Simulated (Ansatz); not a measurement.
# C₂H₇FO₂Si₂: a ladder of functionals and wavefunction methods

Aim: compute C₂H₇FO₂Si₂ with functionals from several rungs and with coupled cluster, and see how far each lands from CCSD(T) at the basis-set limit for the atomisation energy.

Computed with Ansatz 0.2.0, Gaussian basis. Level: functionals in def2-TZVPP, the program's frozen cores in correlated methods.

Plan: PBE-D4, r2SCAN-D4, PBE0-D4, B3LYP-D4, ωB97X-V, ωB97M-V, B2PLYP; CCSD(T)/def2-TZVPP; MP2/def2-QZVPP; extrapolation to the limit.

## Step 1: Structure used throughout

All runs share one geometry, relaxed beforehand with PBE0-D4 in a triple-zeta def2 set.

SMILES `O[SiH2]/C=C\[SiH](O)F`, 14 atoms, charge 0, spin multiplicity 1.

Atoms are counted from 1 here; the program's logs count them from 0.

Bond lengths: O1–Si2 1.668 Å, O1–H8 0.959 Å, Si2–C3 1.861 Å, Si2–H9 1.487 Å, Si2–H10 1.487 Å, C3–C4 1.339 Å, C3–H11 1.093 Å, C4–Si5 1.862 Å, C4–H12 1.093 Å, Si5–O6 1.619 Å, Si5–F7 1.600 Å, Si5–H13 1.477 Å, O6–H14 0.971 Å. Angles: Si2–O1–H8 117.3°, O1–Si2–C3 108.9°, O1–Si2–H9 109.8°, O1–Si2–H10 109.1°, C3–Si2–H9 112.0°, C3–Si2–H10 108.5°, H9–Si2–H10 108.5°, Si2–C3–C4 129.5°, Si2–C3–H11 113.3°, C4–C3–H11 117.1°, C3–C4–Si5 129.0°, C3–C4–H12 116.7°, Si5–C4–H12 114.2°, C4–Si5–O6 113.6°, C4–Si5–F7 105.7°, C4–Si5–H13 111.5°, O6–Si5–F7 111.7°, O6–Si5–H13 107.6° and more.

## Step 2: PBE-D4 (GGA)

Contents of in.yaml:

```yaml
crystal:
  periodic: [false, false, false]
  atoms:
    - {symbol: O, position_ang: [1.992640, -0.130832, 0.292551]}
    - {symbol: Si, position_ang: [0.980087, -1.447515, 0.142962]}
    - {symbol: C, position_ang: [-0.713252, -0.977485, 0.756262]}
    - {symbol: C, position_ang: [-1.439632, 0.116887, 0.498261]}
    - {symbol: Si, position_ang: [-1.033688, 1.560320, -0.605367]}
    - {symbol: O, position_ang: [0.432381, 1.464338, -1.286588]}
    - {symbol: F, position_ang: [-1.175015, 2.862342, 0.313078]}
    - {symbol: H, position_ang: [2.934231, -0.287357, 0.200823]}
    - {symbol: H, position_ang: [0.953125, -1.904973, -1.271309]}
    - {symbol: H, position_ang: [1.496662, -2.556309, 0.989143]}
    - {symbol: H, position_ang: [-1.152813, -1.721396, 1.424926]}
    - {symbol: H, position_ang: [-2.417879, 0.182866, 0.981528]}
    - {symbol: H, position_ang: [-2.022279, 1.705211, -1.693607]}
    - {symbol: H, position_ang: [1.165441, 1.133903, -0.742662]}
basis:
  gaussian: {orbitals: def2-TZVPP}
hamiltonian: {xc: pbe, dispersion: d4}
output: {forces: true, orbitals: {seedname: orbitals}}
```

Command:

```sh
$ ansatz run in.yaml --threads 2 --pin off --events-out ev --progress --plain --max-ram 22528MiB --backend cuda --devices 0, --max-vram 18GiB
```

The runs that follow: r2SCAN-D4 (meta-GGA); PBE0-D4 (hybrid); B3LYP-D4 (hybrid); ωB97X-V (range-separated); ωB97M-V (range-separated); B2PLYP (double hybrid); CCSD(T) in def2-TZVPP; MP2 in def2-QZVPP.

Before running them: what should the planned runs give, taken together? Wanted: atomisation energy, CCSD(T)/CBS; farthest; mean size of error, hybrid; mean size of error, range-separated; gap, smallest and largest; T1 diagnostic; triples share of the correlation energy.

As calculated:

| quantity | value |
| --- | --- |
| atomisation energy, CCSD(T)/CBS | 57.750 eV |
| functionals within 0.289 eV (0.5 %) | r2SCAN-D4, ωB97X-V, ωB97M-V |
| farthest | B2PLYP (-0.877 eV) |
| mean size of error, hybrid | 0.513 eV |
| mean size of error, range-separated | 0.100 eV |
| gap, smallest and largest | 4.63 eV (PBE-D4), 11.40 eV (ωB97X-V) |
| T1 diagnostic | 0.0121 |
| triples share of the correlation energy | 3.6 % |

PBE-D4 is off by +0.467 eV. Double hybrids carry the basis error of their MP2 part in triple zeta, and no dispersion term here, so their miss is partly the set-up's. The reference freezes the cores and leaves out relativity and excitations past (T), so misses under about 0.289 eV can't be ranked. Hartree-Fock recovers 73 % of the binding; the rest is correlation. The gap grows from 4.6 to 11.4 eV across the functionals, mostly with the share of exact exchange. The restricted reference is unstable towards a spin-broken one.
